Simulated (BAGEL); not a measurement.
# HF/STO-3G (density fitting with qzvpp-jkfit) run of AlNH3OF (SMILES [NH2][Al]([OH])[F])

What is the energy change on altering one bond length of AlNH3OF at HF/STO-3G (density fitting with qzvpp-jkfit)? 

The calculation is run with BAGEL 1.2.2.

### Step 1. Starting point

The species is AlNH3OF (7 atoms), meant as a singlet with charge 0. SMILES: `[NH2][Al]([OH])[F]`. The coordinates come from a PBE0-D4/def2-TZVP relaxation. This is one conformer, not always the lowest.

Bond lengths: N1–Al2 1.755 Å, Al2–O3 1.685 Å, Al2–F4 1.644 Å, N1–H5 1.006 Å, N1–H6 1.006 Å, O3–H7 0.954 Å. Angles: N1–Al2–O3 124.9°, N1–Al2–F4 118.1°, O3–Al2–F4 117.0°, Al2–N1–H5 123.7°, Al2–N1–H6 125.7°, Al2–O3–H7 124.9°, H5–N1–H6 110.6°.

### Step 2. The energy at HF/STO-3G (density fitting with qzvpp-jkfit)

The input, calc.json:

```json
{ "bagel" : [

{
  "title" : "molecule",
  "basis" : "sto-3g",
  "df_basis" : "qzvpp-jkfit",
  "angstrom" : true,
  "geometry" : [
    { "atom" : "N", "xyz" : [   -0.569800,    0.926800,   -0.530800 ] },
    { "atom" : "Al", "xyz" : [   -0.133300,   -0.630000,    0.151800 ] },
    { "atom" : "O", "xyz" : [    1.368400,   -1.004200,    0.819000 ] },
    { "atom" : "F", "xyz" : [   -1.265600,   -1.822100,    0.146500 ] },
    { "atom" : "H", "xyz" : [   -1.473200,    1.130200,   -0.925100 ] },
    { "atom" : "H", "xyz" : [    0.029600,    1.732300,   -0.586700 ] },
    { "atom" : "H", "xyz" : [    2.105200,   -0.401000,    0.879500 ] }
  ]
},
{ "title" : "hf", "charge" : 0 },
{ "title" : "print", "file" : "orbitals.molden", "orbitals" : true }

]}
```

Started as:

```sh
$ BAGEL_NUM_THREADS=1 BAGEL calc.json > calc.out
```

Output:

```text
* using 1 threads per process

  ===============================================================
  ===============================================================

  *** Geometry ***

  { "atom" : "N", "xyz" : [     -1.076766,      1.751398,     -1.003067 ] },
  { "atom" : "Al", "xyz" : [     -0.251900,     -1.190527,      0.286860 ] },
  { "atom" : "O", "xyz" : [      2.585901,     -1.897663,      1.547686 ] },
  { "atom" : "F", "xyz" : [     -2.391637,     -3.443270,      0.276845 ] },
  { "atom" : "H", "xyz" : [     -2.783945,      2.135768,     -1.748186 ] },
  { "atom" : "H", "xyz" : [      0.055936,      3.273573,     -1.108702 ] },
  { "atom" : "H", "xyz" : [      3.978251,     -0.757780,      1.662014 ] },

  Number of auxiliary basis functions:      413

  Since a DF basis is specified, we compute 2- and 3-index integrals:
    o Being stored without compression. Storage requirement is 0.002 GB

  Number of basis functions:       27
  Number of electrons      :       40

    * METHOD: MOLECULE                             0.10

  *** RHF ***

  === Nuclear Repulsion ===
   160.6811355215

      * DIIS with orbital gradients will be used.

  === RHF iteration (sto-3g) ===
      0       -466.36829451          0.02106109           0.01
      1       -466.47733988          0.00423149           0.01
      2       -466.48164934          0.00085362           0.01
      3       -466.48192991          0.00016301           0.01
      4       -466.48194232          0.00005167           0.01
      5       -466.48194375          0.00001115           0.01
      6       -466.48194381          0.00000153           0.01
      7       -466.48194381          0.00000038           0.01
      8       -466.48194382          0.00000009           0.01
      9       -466.48194382          0.00000003           0.01
     10       -466.48194382          0.00000001           0.01
    * SCF iteration converged.

    * Permanent dipole moment:
           (   -0.249846,    -0.792729,     0.178538) a.u.

    * METHOD: HF                                   0.21

    * METHOD: PRINT                                0.00

  ===============================================================
```

Wall time 0.48 s (1 thread of Arm Neoverse V2, shared host).

### Step 3. The distorted shape, same level

The input, input.json:

```json
{ "bagel" : [

{
  "title" : "molecule",
  "basis" : "sto-3g",
  "df_basis" : "qzvpp-jkfit",
  "angstrom" : true,
  "geometry" : [
    { "atom" : "N", "xyz" : [      -0.230108,       1.284432,      -0.529210 ] },
    { "atom" : "Al", "xyz" : [       0.206392,      -0.272368,       0.153390 ] },
    { "atom" : "O", "xyz" : [       1.708092,      -0.646568,       0.820590 ] },
    { "atom" : "F", "xyz" : [      -1.265600,      -1.822100,       0.146500 ] },
    { "atom" : "H", "xyz" : [      -1.133508,       1.487832,      -0.923510 ] },
    { "atom" : "H", "xyz" : [       0.369292,       2.089932,      -0.585110 ] },
    { "atom" : "H", "xyz" : [       2.444892,      -0.043368,       0.881090 ] }
  ]
},

{ "title" : "hf" },

{ "title" : "print", "file" : "orbitals.molden", "orbitals" : true }

]}
```

Started as:

```sh
$ BAGEL_NUM_THREADS=1 BAGEL input.json > input.out
```

Output:

```text
* using 1 threads per process

  ===============================================================
  ===============================================================

  *** Geometry ***

  { "atom" : "N", "xyz" : [     -0.434841,      2.427225,     -1.000062 ] },
  { "atom" : "Al", "xyz" : [      0.390024,     -0.514701,      0.289865 ] },
  { "atom" : "O", "xyz" : [      3.227826,     -1.221836,      1.550690 ] },
  { "atom" : "F", "xyz" : [     -2.391637,     -3.443270,      0.276845 ] },
  { "atom" : "H", "xyz" : [     -2.142020,      2.811595,     -1.745181 ] },
  { "atom" : "H", "xyz" : [      0.697861,      3.949399,     -1.105698 ] },
  { "atom" : "H", "xyz" : [      4.620176,     -0.081954,      1.665019 ] },

  Number of auxiliary basis functions:      413

  Since a DF basis is specified, we compute 2- and 3-index integrals:
    o Being stored without compression. Storage requirement is 0.002 GB

  Number of basis functions:       27
  Number of electrons      :       40

    * METHOD: MOLECULE                             0.10

  *** RHF ***

  === Nuclear Repulsion ===
   148.3534621669

      * DIIS with orbital gradients will be used.

  === RHF iteration (sto-3g) ===
      0       -466.19035370          0.02306744           0.01
      1       -466.35830688          0.00637414           0.01
      2       -466.36871805          0.00139864           0.01
      3       -466.36957067          0.00024686           0.01
      4       -466.36959520          0.00006248           0.01
      5       -466.36959698          0.00001091           0.01
      6       -466.36959704          0.00000283           0.01
      7       -466.36959704          0.00000107           0.01
      8       -466.36959704          0.00000042           0.01
      9       -466.36959704          0.00000018           0.01
     10       -466.36959704          0.00000007           0.01
     11       -466.36959704          0.00000002           0.01
     12       -466.36959704          0.00000000           0.01
    * SCF iteration converged.

    * Permanent dipole moment:
           (   -0.496348,    -1.079960,     0.186728) a.u.

    * METHOD: HF                                   0.23

    * METHOD: PRINT                                0.00

  ===============================================================
```

It took 0.5 s on 1 thread of Arm Neoverse V2, shared host.

### Step 4. Outcome

Level: HF/STO-3G (density fitting with qzvpp-jkfit).

```
                                                          quantity          value
                                         first shape: total energy  -466.48194 Eh
                                        first shape: dipole moment         2.16 D
                                          first shape: HOMO energy       -7.89 eV
                                          first shape: LUMO energy       10.95 eV
                                        first shape: HOMO–LUMO gap       18.83 eV
                                     distorted shape: total energy  -466.36960 Eh
                                    distorted shape: dipole moment         3.06 D
                                      distorted shape: HOMO energy       -7.75 eV
                                      distorted shape: LUMO energy        8.37 eV
                                    distorted shape: HOMO–LUMO gap       16.12 eV
energy change with the Al2–F4 bond stretched from 1.644 to 2.137 Å       3.057 eV
```

With the Al2–F4 bond stretched from 1.644 to 2.137 Å the energy rises by 3.06 eV (295 kJ/mol). The first shape isn't relaxed at this level, so the change isn't measured from a minimum. The minimal basis adds a large error of its own.
